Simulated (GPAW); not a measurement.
The system is NbSi.

```
Nb Si
1.0
     0.00000    2.57383    2.57383
     2.57383    0.00000    2.57383
     2.57383    2.57383    0.00000
Nb Si
1 1
Direct
  0.00000 0.00000 0.00000
  0.50000 0.50000 0.50000
```

The cell was built by a generator and needn't be a form met in nature.

| Quantity | Value |
| --- | --- |
| Program | GPAW 26.7.0 |
| Task | relaxation of cell and atoms |
| Functional | LDA |
| Potentials or basis | the program's PAW data sets (release 1.2.1) made for this functional |
| Cutoff | 600 eV |
| Basis | pw |
| k mesh | 8 × 8 × 8 |
| Occupations | fermi-dirac, width 0.05 eV |
| Spin | no spin polarisation |

At the start: pressure -7.4 GPa; volume 17.05 Å³/atom.

Task: Where does the relaxation end?

Result: Over 4 steps the energy falls by 19.9 meV/atom and the volume is 16.24 Å³/atom (-4.8 %); space group Fm-3m (No. 225, to 0.05 Å).

Step by step:
| step | energy change (eV) | largest force (eV/Å) | pressure (GPa) | volume (Å³) |
| --- | --- | --- | --- | --- |
| 1 | 0.0000 | 0.0000 | -7.41 | 34.10 |
| 2 | -0.0224 | 0.0000 | -5.02 | 33.53 |
| 3 | -0.0398 | 0.0000 | 0.28 | 32.42 |
| 4 | -0.0398 | 0.0000 | -0.01 | 32.48 |

Final structure:
```yaml
crystal:
  lattice:
    - [0.00000, 2.53228, 2.53228]
    - [2.53228, 0.00000, 2.53228]
    - [2.53228, 2.53228, 0.00000]
  atoms:
    - { symbol: Nb, position: [0.00000, 0.00000, 0.00000] }
    - { symbol: Si, position: [0.50000, 0.50000, 0.50000] }
```

Caveat: later steps reuse the first step's grids.
